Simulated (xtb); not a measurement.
# GFN2-xTB run of C2H12Si3 (Si(SiH3)2Me2)

Wanted: a geometry optimisation of C2H12Si3 (Si(SiH3)2Me2). 

Program for the calculation: xtb 6.7.1.

6 further runs of the same task are left out: 6 set aside as unsound or not needed.

### 1 The structure to begin with

The species is C2H12Si3 (17 atoms), meant as a singlet with charge 0. SMILES: `C[Si](C)([SiH3])[SiH3]`. Geometry: relaxed at GFN2-xTB. The run starts from this shape.

Bond lengths: Si1–Si2 2.335 Å, Si1–Si6 2.335 Å, Si1–C10 1.918 Å, Si1–C14 1.918 Å, Si2–H3 1.468 Å, Si2–H4 1.466 Å, Si2–H5 1.466 Å, Si6–H7 1.466 Å, Si6–H8 1.467 Å, Si6–H9 1.468 Å, C10–H11 1.087 Å, C10–H12 1.087 Å, C10–H13 1.087 Å, C14–H15 1.087 Å, C14–H16 1.087 Å, C14–H17 1.087 Å. Some angles: Si2–Si1–Si6 117.3°, Si2–Si1–C10 108.3°, Si2–Si1–C14 108.3°, Si6–Si1–C10 108.3°, Si6–Si1–C14 108.5°, C10–Si1–C14 105.5°, Si1–Si2–H3 114.5°, Si1–Si2–H4 111.7°, Si1–Si2–H5 111.9°, Si1–Si6–H7 111.7°.

### 2 A geometry optimisation at GFN2-xTB

File start.xyz:

```xyz
17

Si    -0.04002000    -0.00092000    -0.02956000
Si    -0.20848000    -0.02660000     2.29877000
H     -1.57888000     0.08929000     2.81089000
H      0.54369000     1.07432000     2.90914000
H      0.33182000    -1.26263000     2.87362000
Si     2.10666000     0.01103000    -0.94764000
H      2.95333000    -1.03156000    -0.35914000
H      2.79695000     1.28325000    -0.71128000
H      2.15126000    -0.20588000    -2.39846000
C     -0.98477000     1.53406000    -0.68526000
H     -0.97855000     1.57613000    -1.77145000
H     -0.53408000     2.45359000    -0.32136000
H     -2.02378000     1.53233000    -0.36599000
C     -0.98770000    -1.51909000    -0.71947000
H     -2.01218000    -1.55062000    -0.35761000
H     -0.50846000    -2.44724000    -0.41952000
H     -1.02681000    -1.50946000    -1.80568000
```

The run is started by

```bash
xtb -o vtight --gfn 2 -- start.xyz | tee out.txt
```

**Question.** What will come out? Wanted: total energy at the end; dipole moment; HOMO energy; LUMO energy; HOMO–LUMO gap; dispersion energy; mean polarisability.

Answer, from the run:

Level: GFN2-xTB.

| quantity | value |
| --- | --- |
| total energy at the end | -15.54826 Eh |
| dipole moment | 0.82 D |
| HOMO energy | -9.54 eV |
| LUMO energy | -5.69 eV |
| HOMO–LUMO gap | 3.85 eV |
| dispersion energy | -32.74 kJ/mol |
| mean polarisability (D4 model) | 111.6 bohr³ |

At the final geometry: Bond lengths: Si1–Si2 2.335 Å, Si1–Si6 2.335 Å, Si1–C10 1.918 Å, Si1–C14 1.918 Å, Si2–H3 1.468 Å, Si2–H4 1.466 Å, Si2–H5 1.466 Å, Si6–H7 1.466 Å, Si6–H8 1.466 Å, Si6–H9 1.468 Å, C10–H11 1.087 Å, C10–H12 1.087 Å, C10–H13 1.087 Å, C14–H15 1.087 Å, C14–H16 1.087 Å, C14–H17 1.087 Å. Some angles: Si2–Si1–Si6 116.9°, Si2–Si1–C10 108.5°, Si2–Si1–C14 108.5°, Si6–Si1–C10 108.5°, Si6–Si1–C14 108.5°, C10–Si1–C14 105.4°, Si1–Si2–H3 114.7°, Si1–Si2–H4 111.8°, Si1–Si2–H5 111.8°, Si1–Si6–H7 111.7°. The optimisation took 26 steps and changed the energy by -0.001 eV. Mulliken charges run from -0.21 on C10 to +0.36 on Si6.
